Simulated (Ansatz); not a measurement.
# C2H4F2Si: the cost of one run

Method: RKS r2SCAN0-D4/def2-SVP; program: Ansatz 0.2.0.

## Step 1: The system as given

SMILES `C=C(F)[SiH2]F`, 9 atoms, charge 0, spin multiplicity 1.

Atoms are counted from 1 here; the program's logs count them from 0.

Bond lengths: C1–C2 1.342 Å, C1–H6 1.101 Å, C1–H7 1.099 Å, C2–F3 1.362 Å, C2–Si4 1.886 Å, Si4–F5 1.641 Å, Si4–H8 1.500 Å, Si4–H9 1.500 Å. Angles: C2–C1–H6 122.0°, C2–C1–H7 119.0°, H6–C1–H7 119.1°, C1–C2–F3 121.1°, C1–C2–Si4 125.9°, F3–C2–Si4 113.0°, C2–Si4–F5 106.6°, C2–Si4–H8 110.6°, C2–Si4–H9 110.6°, F5–Si4–H8 109.2°, F5–Si4–H9 109.1°, H8–Si4–H9 110.7°.

As a file:

```mol
C2H4F2Si
  3D, bonds by distance, orders not assigned

  9  8  0  0  0  0  0  0  0  0999 V2000
   -0.0115    0.5486    1.4817 C   0  0
    0.5908    0.0238    0.4036 C   0  0
    1.9240   -0.2536    0.4081 F   0  0
   -0.2467   -0.4063   -1.2304 Si  0  0
   -1.8307   -0.0116   -1.0623 F   0  0
    0.5421    0.7750    2.4064 H   0  0
   -1.0898    0.7586    1.4396 H   0  0
    0.3433    0.3942   -2.3528 H   0  0
   -0.1329   -1.8751   -1.5108 H   0  0
  1  2  8  0
  1  6  8  0
  1  7  8  0
  2  3  8  0
  2  4  8  0
  4  5  8  0
  4  8  8  0
  4  9  8  0
M  END
```

This geometry comes from a loose relaxation at PBE in a small basis, which is not shown.

## Step 3: The grid

The axes are (1) dihedral H6–C1–C2–Si4: 9 values from −180 to 140 °, periodic; (2) dihedral C1–C2–Si4–F5: 9 values from −180 to 140 °, periodic.

Relaxed at each point: all other coordinates. Energies count from the relaxed molecule at the same level. Points are written as (first, second).

(The set-up runs are not shown.)

## Step 4: The run at (−180°, 20°)

Contents of input.yaml:

```yaml
crystal:
  periodic: [false, false, false]
  atoms:
    - { symbol: C, position_ang: [-0.026441, 0.448606, 1.486774] }
    - { symbol: C, position_ang: [0.606119, 0.135131, 0.36358] }
    - { symbol: F, position_ang: [1.894698, -0.241313, 0.423578] }
    - { symbol: Si, position_ang: [-0.245683, -0.440407, -1.19931] }
    - { symbol: F, position_ang: [-1.782471, 0.044864, -1.055954] }
    - { symbol: H, position_ang: [0.534088, 0.777405, 2.361308] }
    - { symbol: H, position_ang: [-1.069826, 0.745956, 1.417718] }
    - { symbol: H, position_ang: [0.315499, 0.366581, -2.30528] }
    - { symbol: H, position_ang: [-0.137385, -1.883124, -1.509414] }
basis:
  gaussian: { orbitals: def2-SVP }
hamiltonian:
  xc: { name: r2SCAN0 }
  dispersion: d4
output:
  forces: true
relax:
  f_tol: 0.02
  max_steps: 50
  escape_saddle: false
  constraints: [{ sites: [5, 0, 1, 3] }, { sites: [0, 1, 3, 4] }]
scf:
  lower_state_search: "off"
```

On the command line:

```bash
ansatz run input.yaml --threads 1 --pin off --max-ram 2560MiB --backend cpu --events-out ev --progress --plain --runs-dir out
```

Q: Estimate wall time and peak memory on 1 thread of Arm Neoverse V1, shared host.

About 23 s, with a peak of 0.17 GiB.
